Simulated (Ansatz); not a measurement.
# Al7As7 zinc blende off sphere (Al7As7H20): trial inputs and their diagnosis

Aim: try 2 inputs for Al7As7 zinc blende off sphere (Al7As7H20) as typed, read how each ends, and find what has to change.

Program: Ansatz 0.2.0, Gaussian basis. Level of theory: the settings change from run to run. These are calculated values, not measurements.

### 1 The relaxed structure

The structure was relaxed beforehand with PBE-D4/def2-SVP.

34 atoms, charge 0, spin multiplicity 1.

Atoms are counted from 1 here; the program's logs count them from 0.

Bond lengths: Al1–As9 2.568 Å, Al1–As10 2.505 Å, Al1–H15 1.605 Å, Al1–H16 1.605 Å, Al2–As8 2.491 Å, Al2–As11 2.491 Å, Al2–As12 2.491 Å, Al2–H17 1.597 Å, Al3–As9 2.465 Å, Al3–As11 2.552 Å, Al3–As13 2.465 Å, Al3–H18 1.595 Å, Al4–As8 2.552 Å, Al4–As9 2.465 Å, Al4–As14 2.465 Å, Al4–H19 1.595 Å, Al5–As10 2.505 Å, Al5–As14 2.569 Å and more. Angles: As9–Al1–As10 95.9°, As9–Al1–H15 105.3°, As9–Al1–H16 105.4°, As10–Al1–H15 111.5°, As10–Al1–H16 111.5°, H15–Al1–H16 123.1°, As8–Al2–As11 99.1°, As8–Al2–As12 99.0°, As8–Al2–H17 118.6°, As11–Al2–As12 98.9°, As11–Al2–H17 118.6°, As12–Al2–H17 118.6°, As9–Al3–As11 105.4°, As9–Al3–As13 104.3°, As9–Al3–H18 117.9°, As11–Al3–As13 105.1°, As11–Al3–H18 104.8°, As13–Al3–H18 118.0° and more.

As a file:

```mol
Al7As7H20
  3D, bonds by distance, orders not assigned

 34 38  0  0  0  0  0  0  0  0999 V2000
    0.7605   -3.7779    0.7589 Al  0  0
   -2.3127    2.3154   -2.3107 Al  0  0
    0.8263   -0.8345   -2.1364 Al  0  0
   -2.1406   -0.8319    0.8330 Al  0  0
    0.7633   -0.7659    3.7746 Al  0  0
    0.8309    2.1337    0.8337 Al  0  0
    3.7762   -0.7607    0.7579 Al  0  0
   -3.4119    0.7364   -0.7280 As  0  0
   -0.6335   -2.1246   -0.6269 As  0  0
    2.0366   -2.0373    2.0313 As  0  0
   -0.7322    0.7342   -3.4099 As  0  0
   -0.7278    3.4114   -0.7317 As  0  0
    2.1195    0.6266   -0.6304 As  0  0
   -0.6296    0.6251    2.1244 As  0  0
    1.6965   -4.5358   -0.3023 H   0  0
   -0.2937   -4.5390    1.7000 H   0  0
   -3.2345    3.2386   -3.2323 H   0  0
    1.6186   -1.6292   -3.2701 H   0  0
   -3.2761   -1.6237    1.6261 H   0  0
   -0.2924   -1.7063    4.5346 H   0  0
    1.7018    0.2922    4.5337 H   0  0
    1.6258    3.2655    1.6285 H   0  0
    4.5377   -1.6978   -0.2996 H   0  0
    4.5331    0.2980    1.6974 H   0  0
   -4.4284   -0.0359   -1.5647 H   0  0
   -4.4150    1.5805    0.0535 H   0  0
   -1.5565   -2.9196   -1.5493 H   0  0
    2.9208   -2.9212    2.9138 H   0  0
   -1.5687   -0.0359   -4.4283 H   0  0
    0.0518    1.5786   -4.4108 H   0  0
    0.0563    4.4118   -1.5767 H   0  0
   -1.5617    4.4303    0.0404 H   0  0
    2.9103    1.5509   -1.5551 H   0  0
   -1.5506    1.5478    2.9214 H   0  0
  1  9  8  0
  1 10  8  0
  1 15  8  0
  1 16  8  0
  2  8  8  0
  2 11  8  0
  2 12  8  0
  2 17  8  0
  3  9  8  0
  3 11  8  0
  3 13  8  0
  3 18  8  0
  4  8  8  0
  4  9  8  0
  4 14  8  0
  4 19  8  0
  5 10  8  0
  5 14  8  0
  5 20  8  0
  5 21  8  0
  6 12  8  0
  6 13  8  0
  6 14  8  0
  6 22  8  0
  7 10  8  0
  7 13  8  0
  7 23  8  0
  7 24  8  0
  8 25  8  0
  8 26  8  0
  9 27  8  0
 10 28  8  0
 11 29  8  0
 11 30  8  0
 12 31  8  0
 12 32  8  0
 13 33  8  0
 14 34  8  0
M  END
```

### 2 Input 1

Contents of in.yaml:

```yaml
crystal:
  periodic: [false, false, false]
  atoms:
    - {symbol: Al, position_ang: [0.760546, -3.777892, 0.758879]}
    - {symbol: Al, position_ang: [-2.312744, 2.315374, -2.310731]}
    - {symbol: Al, position_ang: [0.826347, -0.834490, -2.136361]}
    - {symbol: Al, position_ang: [-2.140624, -0.831943, 0.833037]}
    - {symbol: Al, position_ang: [0.763302, -0.765871, 3.774575]}
    - {symbol: Al, position_ang: [0.830892, 2.133714, 0.833691]}
    - {symbol: Al, position_ang: [3.776176, -0.760717, 0.757905]}
    - {symbol: As, position_ang: [-3.411893, 0.736410, -0.728048]}
    - {symbol: As, position_ang: [-0.633528, -2.124634, -0.626930]}
    - {symbol: As, position_ang: [2.036554, -2.037298, 2.031276]}
    - {symbol: As, position_ang: [-0.732240, 0.734162, -3.409918]}
    - {symbol: As, position_ang: [-0.727773, 3.411420, -0.731654]}
    - {symbol: As, position_ang: [2.119518, 0.626622, -0.630369]}
    - {symbol: As, position_ang: [-0.629633, 0.625143, 2.124431]}
    - {symbol: H, position_ang: [1.696520, -4.535816, -0.302315]}
    - {symbol: H, position_ang: [-0.293718, -4.539025, 1.700002]}
    - {symbol: H, position_ang: [-3.234527, 3.238580, -3.232272]}
    - {symbol: H, position_ang: [1.618567, -1.629182, -3.270111]}
    - {symbol: H, position_ang: [-3.276050, -1.623653, 1.626056]}
    - {symbol: H, position_ang: [-0.292410, -1.706267, 4.534594]}
    - {symbol: H, position_ang: [1.701826, 0.292176, 4.533664]}
    - {symbol: H, position_ang: [1.625751, 3.265518, 1.628504]}
    - {symbol: H, position_ang: [4.537707, -1.697773, -0.299609]}
    - {symbol: H, position_ang: [4.533100, 0.297971, 1.697444]}
    - {symbol: H, position_ang: [-4.428362, -0.035866, -1.564747]}
    - {symbol: H, position_ang: [-4.415046, 1.580532, 0.053505]}
    - {symbol: H, position_ang: [-1.556505, -2.919621, -1.549267]}
    - {symbol: H, position_ang: [2.920769, -2.921210, 2.913818]}
    - {symbol: H, position_ang: [-1.568701, -0.035894, -4.428282]}
    - {symbol: H, position_ang: [0.051838, 1.578630, -4.410801]}
    - {symbol: H, position_ang: [0.056283, 4.411831, -1.576715]}
    - {symbol: H, position_ang: [-1.561722, 4.430330, 0.040419]}
    - {symbol: H, position_ang: [2.910335, 1.550901, -1.555119]}
    - {symbol: H, position_ang: [-1.550576, 1.547800, 2.921431]}
basis:
  gaussian: {orbitals: def2-SVP, fitting: {mean_field: def2-universal-jkfit}}
total_charge: -3
magnetization: {spin_polarized: true, initial_magnetization: 1}
hamiltonian: {xc: {name: wB97}}
scf: {omitted_lower_state_checks: [starts]}
```

The run is started by

```console
$ ansatz run in.yaml --threads 2 --pin off --events-out ev --progress --plain --max-ram 32768MiB --backend cuda --devices 0, --max-vram 18GiB
```

Log:

```text
Functional definition: wB97
  name "wB97"
  cite "Chai & Head-Gordon, J. Chem. Phys. 128, 084106 (2008) doi:10.1063/1.2834918"
  cite "Becke, J. Chem. Phys. 107, 8554 (1997) doi:10.1063/1.475007"
  parameter omega = 0.4/bohr
  parameter cx1 = 1.13116
  parameter cx2 = -2.74915
  parameter cx3 = 12.0900
  parameter cx4 = -5.71642
  parameter css1 = -2.55352
  parameter css2 = 11.8926
  parameter css3 = -26.9452
  parameter css4 = 17.0927
  parameter cos1 = 3.99051
  parameter cos2 = -17.0066
  parameter cos3 = 1.07292
  parameter cos4 = 8.88211
  # The coefficients of nought are those of the uniform gas.
  exchange = spin_sum(e_x_unif_sr(omega)*poly(b97_u_x, 1, cx1, cx2, cx3, cx4)) + exact_x_lr(omega)
  correlation = spin_sum(e_c_pw_same_spin*poly(b97_u_same, 1, css1, css2, css3, css4))
      + integral(e_c_pw_opposite_spin*poly(b97_u_opposite, 1, cos1, cos2, cos3, cos4))
these checks for a lower state are left out or cut short: starts
3118 factors; integrals over basis functions are off by at most 3.7e-1 eV
3118 factors; integrals over basis functions are off by at most 2.4e-6 eV
mean field evaluation 1: about -472336.6932 eV, gradient 4.5e1 eV
mean field evaluation 2: about -472332.2194 eV, gradient 5.5e1 eV
mean field evaluation 4: about -472351.4851 eV, gradient 9.0e0 eV
mean field evaluation 8: about -472352.5590 eV, gradient 6.8e-1 eV
mean field evaluation 16: about -472353.3299 eV, gradient 2.7e0 eV
mean field evaluation 32: about -472353.5637 eV, gradient 6.9e-6 eV
mean field -472353.56373838 eV, -17358.6732946406 hartree, gradient 6.9e-6 eV, S^2 1.766128; 0 other end points of the search recorded, 0 dependent functions left out
reference -472353.56371702 eV, -17358.6732938555 hartree; 173, 172 occupied and 277, 278 virtual orbitals, 3118 factors
Total energy: -472353.56371702 eV, -17358.6732938555 hartree
Checks for a lower state left out: starts
```

Run time: 47 s. Hardware: 1 × H100 (card shared with other runs) with 2 threads of AMD EPYC 7R13, shared host; peak host memory 1.5 GiB.

Diagnosis: It ended without an error, which proves nothing about the input. The charge is far from anything that the molecule holds. It asks for charge -3; the species has 0. Its energy belongs to another ion. To mend it, type the charge that the molecule really has.

### 3 Input 2

Contents of in.yaml:

```yaml
crystal:
  periodic: [false, false, false]
  atoms:
    - {symbol: Al, position_ang: [0.760546, -3.777892, 0.758879]}
    - {symbol: Al, position_ang: [-2.312744, 2.315374, -2.310731]}
    - {symbol: Al, position_ang: [0.826347, -0.834490, -2.136361]}
    - {symbol: Al, position_ang: [-2.140624, -0.831943, 0.833037]}
    - {symbol: Al, position_ang: [0.763302, -0.765871, 3.774575]}
    - {symbol: Al, position_ang: [0.830892, 2.133714, 0.833691]}
    - {symbol: Al, position_ang: [3.776176, -0.760717, 0.757905]}
    - {symbol: As, position_ang: [-3.411893, 0.736410, -0.728048]}
    - {symbol: As, position_ang: [-0.633528, -2.124634, -0.626930]}
    - {symbol: As, position_ang: [2.036554, -2.037298, 2.031276]}
    - {symbol: As, position_ang: [-0.732240, 0.734162, -3.409918]}
    - {symbol: As, position_ang: [-0.727773, 3.411420, -0.731654]}
    - {symbol: As, position_ang: [2.119518, 0.626622, -0.630369]}
    - {symbol: As, position_ang: [-0.629633, 0.625143, 2.124431]}
    - {symbol: H, position_ang: [1.696520, -4.535816, -0.302315]}
    - {symbol: H, position_ang: [-0.293718, -4.539025, 1.700002]}
    - {symbol: Xx, position_ang: [-3.234527, 3.238580, -3.232272]}
    - {symbol: H, position_ang: [1.618567, -1.629182, -3.270111]}
    - {symbol: H, position_ang: [-3.276050, -1.623653, 1.626056]}
    - {symbol: H, position_ang: [-0.292410, -1.706267, 4.534594]}
    - {symbol: H, position_ang: [1.701826, 0.292176, 4.533664]}
    - {symbol: H, position_ang: [1.625751, 3.265518, 1.628504]}
    - {symbol: H, position_ang: [4.537707, -1.697773, -0.299609]}
    - {symbol: H, position_ang: [4.533100, 0.297971, 1.697444]}
    - {symbol: H, position_ang: [-4.428362, -0.035866, -1.564747]}
    - {symbol: H, position_ang: [-4.415046, 1.580532, 0.053505]}
    - {symbol: H, position_ang: [-1.556505, -2.919621, -1.549267]}
    - {symbol: H, position_ang: [2.920769, -2.921210, 2.913818]}
    - {symbol: H, position_ang: [-1.568701, -0.035894, -4.428282]}
    - {symbol: H, position_ang: [0.051838, 1.578630, -4.410801]}
    - {symbol: H, position_ang: [0.056283, 4.411831, -1.576715]}
    - {symbol: H, position_ang: [-1.561722, 4.430330, 0.040419]}
    - {symbol: H, position_ang: [2.910335, 1.550901, -1.555119]}
    - {symbol: H, position_ang: [-1.550576, 1.547800, 2.921431]}
basis:
  gaussian: {orbitals: "6-31G*"}
hamiltonian: {xc: {name: wB97}}
scf: {omitted_lower_state_checks: [starts]}
output: {forces: true}
```

Same command.

Log:

```text
Error: YAML parse error: error: line 20 column 16: `Xx` is not an element symbol (H … Og, case-exact)
  --> <input>:20:16
   |
18 |     - {symbol: H, position_ang: [1.696520, -4.535816, -0.302315]}
19 |     - {symbol: H, position_ang: [-0.293718, -4.539025, 1.700002]}
20 |     - {symbol: Xx, position_ang: [-3.234527, 3.238580, -3.232272]}
   |                ^ `Xx` is not an element symbol (H … Og, case-exact)
21 |     - {symbol: H, position_ang: [1.618567, -1.629182, -3.270111]}
22 |     - {symbol: H, position_ang: [-3.276050, -1.623653, 1.626056]}
   |
```

Wall time 0.05 s (1 × H100 (card shared with other runs) with 2 threads of AMD EPYC 7R13, shared host).

What is wrong: Refused before any calculation. An element symbol is wrong. Fix: correct the symbol.

### 4 Summary

```csv
input,level,ended,cause,time
1,wB97/def2-SVP,converged,the charge is far from anything that the molecule holds,47 s
2,wB97/6-31G*,refused,an element symbol is wrong,0.05 s
```

In words: 1 converged, 1 refused. A refusal costs next to no computing time. The dangerous case is the input that converges on a wrong geometry, charge, spin, basis or grid: often only a look at the input shows it.
